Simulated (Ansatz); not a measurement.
# Ge2Sb2Te5: the cost of one run

Method: DFT PBEsol, scalar-relativistic, plane waves, PAW, in Ansatz 0.2.0.

16 further runs of the same task are left out: 16 set aside as unsound or not needed.

## Step 1: The starting structure

Symmetry: P-3m1, No. 164, trigonal system. Conventional cell: a = 4.202 Å, b = 4.202 Å, c = 17.130 Å, α = 90.00°, β = 90.00°, γ = 120.00°. Ge (site symmetry 3m) has 6 Te at 2.81 to 3.17 Å as nearest neighbours. Around Sb (site symmetry 3m) lie 6 Te at 2.99 to 3.14 Å. Around Te (site symmetry -3m) lie 6 Sb at 3.14 Å. Around Te (site symmetry 3m) lie 3 Sb at 2.99 Å and 3 Ge at 3.17 Å. Te (site symmetry 3m) has 3 Ge at 2.81 Å as nearest neighbours.

Coordinates:

```cif
data_structure
_symmetry_space_group_name_H-M 'P-3m1'
_symmetry_Int_Tables_number 164
_cell_length_a 4.2024
_cell_length_b 4.2024
_cell_length_c 17.1305
_cell_angle_alpha 90.000
_cell_angle_beta 90.000
_cell_angle_gamma 120.000
_cell_volume 261.99
loop_
_atom_site_label
_atom_site_type_symbol
_atom_site_symmetry_multiplicity
_atom_site_Wyckoff_symbol
_atom_site_fract_x
_atom_site_fract_y
_atom_site_fract_z
_atom_site_occupancy
Ge1 Ge 2 c 0.00000 0.00000 0.33774 1
Sb1 Sb 2 d 0.33333 0.66667 0.11665 1
Te1 Te 1 a 0.00000 0.00000 0.00000 1
Te2 Te 2 d 0.33333 0.66667 0.78140 1
Te3 Te 2 d 0.33333 0.66667 0.42022 1
```

It goes back to an entry of the Materials Project, which need not be the stable form.

It is the result of an earlier relaxation at this level (volume 29.11 Å³/atom; gap on the mesh: 0.06 eV).

## Step 2: Plan of the line

The energy is mapped over the lattice constants a and c of the conventional cell.

The axes are (1) lattice constant a (and b): 7 values from 4.076 to 4.328 Å; (2) lattice constant c: 7 values from 16.274 to 17.987 Å.

Nothing else is relaxed (fractional coordinates fixed). Energies count from the relaxed crystal. Points are written as (first, second).

## Step 3: The run at (4.244 Å, 16.274 Å)

Contents of input.yaml:

```yaml
crystal:
  lattice:
    - [4.2444, 0.0, 0.0]
    - [-2.1222, 3.6757582238, 0.0]
    - [0.0, 0.0, 16.274]
  atoms:
    - { symbol: Ge, position: [0.0, 0.0, 0.3377431858] }
    - { symbol: Ge, position: [0.0, 0.0, 0.6622568142] }
    - { symbol: Sb, position: [0.3333333333, 0.6666666667, 0.1166512047] }
    - { symbol: Sb, position: [0.6666666667, 0.3333333333, 0.8833487953] }
    - { symbol: Te, position: [0.0, 0.0, 0.0] }
    - { symbol: Te, position: [0.3333333333, 0.6666666667, 0.7813977855] }
    - { symbol: Te, position: [0.6666666667, 0.3333333333, 0.2186022145] }
    - { symbol: Te, position: [0.3333333333, 0.6666666667, 0.420221294] }
    - { symbol: Te, position: [0.6666666667, 0.3333333333, 0.579778706] }
basis:
  ecutwfc: 420
kpoints:
  mp_grid: { grid: [9, 9, 2] }
hamiltonian:
  xc: pbesol
  pseudopotentials: { kind: paw, azcp: { folder: soft_1 } }
scf:
  occupations: { method: gaussian, width: 0.03 }
output:
  forces: true
  stress: true
  eigenvalues: true
```

Run with:

```bash
ansatz run input.yaml --threads 2 --pin off --max-ram 4096MiB --backend cpu --events-out ev --progress --plain --runs-dir out
```

**Question.** How long does this run take on 2 threads of Arm Neoverse N1, shared host, and how much memory does it need?

About 28 s, with a peak of 0.77 GiB.
